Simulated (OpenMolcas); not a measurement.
**Er²⁺ among point charges: CASSCF and CASPT2 levels and susceptibility**

How does a field of 6 point charges split the states of Er²⁺, and what χT follows?

Method: state-averaged CASSCF and CASPT2, spin-orbit coupling by RASSI with atomic mean-field integrals. Code: OpenMolcas 26.06.

### 1 The system

- Species: Er²⁺ (erbium, Z = 68, 66 electrons)
- Basis: ANO-RCC-VDZP [7s6p4d2f1g], 68 functions
- Scalar Hamiltonian: DKH2, point nucleus
- Inactive shells: 1s 2s 2p 3s 3p 3d 4s 4p 4d 5s 5p
- Active space: 12 electrons in 7 orbitals (4f)
- Some configurations of this space: 4f¹²
- Orbitals: optimised for the highest spin of each parity, averaged over all roots

The outer shells:

4f12
```
4f [↑↓][↑↓][↑↓][↑↓][↑↓][↑ ][↑ ]
```

The ion sits among 6 point charges of -1.5 e arranged as a tetragonal octahedron (D4h), 2.23 Å from the ion, with the axial distance 2.475 Å.

Each step is its own input file, run in one work folder so that later steps find the files of earlier ones. Labels, J, g values, rates, χT and fits are worked out afterwards by a script from the matrices that RASSI stores. The input lists half of the charges; inversion (Group=XYZ) makes the rest.

### 2 Basis and integrals

a.inp reads:

```
&GATEWAY
Coord
1

Er 0.0 0.0 0.0
Basis=ANO-RCC-VDZP
Group=XYZ
NoMove
AngMom=0.0 0.0 0.0
AMFI
XField
3 Angstrom 0
2.230000 0.000000 0.000000 -1.500000
0.000000 2.230000 0.000000 -1.500000
0.000000 0.000000 2.475300 -1.500000
&SEWARD
```

Command:

```sh
> OMP_NUM_THREADS=1 MOLCAS_MEM=2252 MOLCAS_PROJECT=a pymolcas a.inp > a.log
```

### 3 Reference wave functions, triplets of even parity, 21 roots

a.inp reads:

```
&RASSCF
FileOrb=start.orb
Symmetry=1
Spin=3
nActEl=12 0 0
Inactive=15 12
Ras2=0 7
CIRoot=21 21 1
SDav=21
CIMx=300
Iter=120 100
PrWF=0.3
OrbListing=Nothing
MaxOrb=0
>>> COPY $Project.JobIph JOB001
```

start.orb holds the contracted functions of the basis, ordered by shell, or the orbitals of the step before.

### 4 CASSCF: singlets of even parity, 28 roots

a.inp reads:

```
&RASSCF
FileOrb=start.orb
Symmetry=1
Spin=1
nActEl=12 0 0
Inactive=15 12
Ras2=0 7
CIRoot=28 28 1
SDav=28
CIMx=300
Iter=120 100
PrWF=0.3
OrbListing=Nothing
MaxOrb=0
CIOnly
>>> COPY $Project.JobIph JOB002
```

### 5 RASSI: spin-orbit coupling between the states

a.inp reads:

```
&RASSI
NrOfJobIphs=2 21 27
1 2 3 4 5 6 7 8 9 10 11 12 13 14 15 16 17 18 19 20 21
1 2 3 4 5 6 7 8 9 10 11 12 13 14 15 16 17 18 19 20 21 22 23 24 25 26 27
IphNames
JOB001
JOB002
EJob
SpinOrbit
DIPRint=1.0
SOCoupling=1000.0
Subsets=2
Property=9
'ANGMOM' 1 'ANGMOM' 2 'ANGMOM' 3 'MLTPL  1' 1 'MLTPL  1' 2 'MLTPL  1' 3
'AMFI' 1 'AMFI' 2 'AMFI' 3
SOProperty=3
'ANGMOM' 1 'ANGMOM' 2 'ANGMOM' 3
```

### 6 CASPT2: IPEA 0.25, imaginary shift 0.1 (closed shells correlated: 5s 5p)

a.inp reads:

```
>>> COPY JOB001 $Project.JobIph
&CASPT2
Multistate=21 1 2 3 4 5 6 7 8 9 10 11 12 13 14 15 16 17 18 19 20 21
NoMult
Frozen=14 9
IPEA=0.25
Imaginary=0.1
MaxIter=60
WThr=0.0 0.3 0.05
PrWF=0.5
NoMix
>>> COPY JOB002 $Project.JobIph
&CASPT2
Multistate=27 1 2 3 4 5 6 7 8 9 10 11 12 13 14 15 16 17 18 19 20 21 22
23 24 25 26 27
NoMult
Frozen=14 9
IPEA=0.25
Imaginary=0.1
MaxIter=60
WThr=0.0 0.3 0.05
PrWF=0.5
NoMix
```

(Steps that only read results are left out.)

Before running it: what results should come out? Wanted: spin-free ground state; first state of the same spin within the active space; lowest level; next level.

As calculated:

```
                                            quantity                                                                        value
                                              method  SS-CASPT2, IPEA 0.25, imaginary shift 0.1 (closed shells correlated: 5s 5p)
                              spin-free ground state                                               3E, 2-fold in its orbital part
first state of the same spin within the active space                                                              3A2 at 166 cm⁻¹
                                        lowest level                                                                    1-fold B2
                                          next level                                                                     2.7 cm⁻¹
                                         χT at 300 K                                                               6.97 cm³ K/mol
                           effective moment at 300 K                                                                      7.46 μB
```

Cost by method:

```csv
method,time of its own steps,time with the reference
A. CASSCF,8.8 s,8.8 s
"B. SS-CASPT2, IPEA 0.25, imaginary shift 0.1, +5s 5p",8.7 s,17 s
```

Times are of one thread on a shared host.

In words: The spin-free ground state (3E) comes to 100 % from free-ion H terms and keeps the highest spin of the shell. The singlets rest on orbitals optimised for another spin in at least one step, which raises them against the optimised states. Not all states of the active space went into the spin-orbit step. This is an electrostatic model: the charges have no orbitals.
